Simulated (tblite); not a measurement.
# C5H15NSi2: the cost of one run

The runs use tblite 0.8.0 and PySCF 2.14.0, with density-fitted response routines of our own; the level of theory stands in each step. All values are computed, except where a source is named. Atoms are numbered from 0 throughout.

## 1. The starting structure

23 atoms, charge 0, multiplicity 1; geometry from: force field or distance geometry start.

Bonds of the start (Å): C0–Si1 1.85, Si1–C2 1.84, C2–C3 1.36, C3–Si4 1.82, Si4–N5 1.72, N5–C6 1.47, N5–C7 1.47, C0–H8 1.10, C0–H9 1.09, C0–H10 1.11, Si1–H11 1.47, Si1–H12 1.49, C2–H13 1.08, C3–H14 1.09, Si4–H15 1.48, Si4–H16 1.49, C6–H17 1.09, C6–H18 1.09, C6–H19 1.09, C7–H20 1.11, C7–H21 1.09, C7–H22 1.10.

## 2. Geometry optimisation with GFN2-xTB

The job: settings as JSON, then the geometry in Å.

```
{"job": {"kind": "relax", "xc": "GFN2-xTB", "basis": "xTB"}, "charge": 0, "multiplicity": 1}
C      2.019900     0.946400     1.547400
Si     2.492500    -0.002000     0.033200
C      1.664800    -1.646800    -0.048900
C      0.461200    -1.969000    -0.582600
Si    -0.817300    -0.953000    -1.393300
N     -1.322900     0.306400    -0.332100
C     -1.912600     1.540300    -0.870900
C     -1.973700    -0.009700     0.946100
H      2.229400     0.381700     2.462600
H      2.557000     1.892500     1.610400
H      0.941100     1.186500     1.544300
H      2.221200     0.776000    -1.185000
H      3.954700    -0.254900     0.091100
H      2.263000    -2.429300     0.391800
H      0.153100    -3.008700    -0.521700
H     -2.013500    -1.762700    -1.708300
H     -0.277800    -0.320200    -2.625100
H     -1.924000     2.329700    -0.115100
H     -1.331500     1.930200    -1.705100
H     -2.937000     1.373600    -1.202600
H     -3.019200    -0.331600     0.790100
H     -1.453100    -0.807000     1.483300
H     -1.980000     0.858800     1.627900
```

Run with:

```console
> OMP_NUM_THREADS=1 python probes_run.py task.json out
```

The driver reads the jobs from task.json and runs them one after another.

**Question.** How long does this first job take on 1 thread of Arm Neoverse N1, shared host, and how much memory does it need?

About 1.2 s, with a peak of 0.18 GiB.
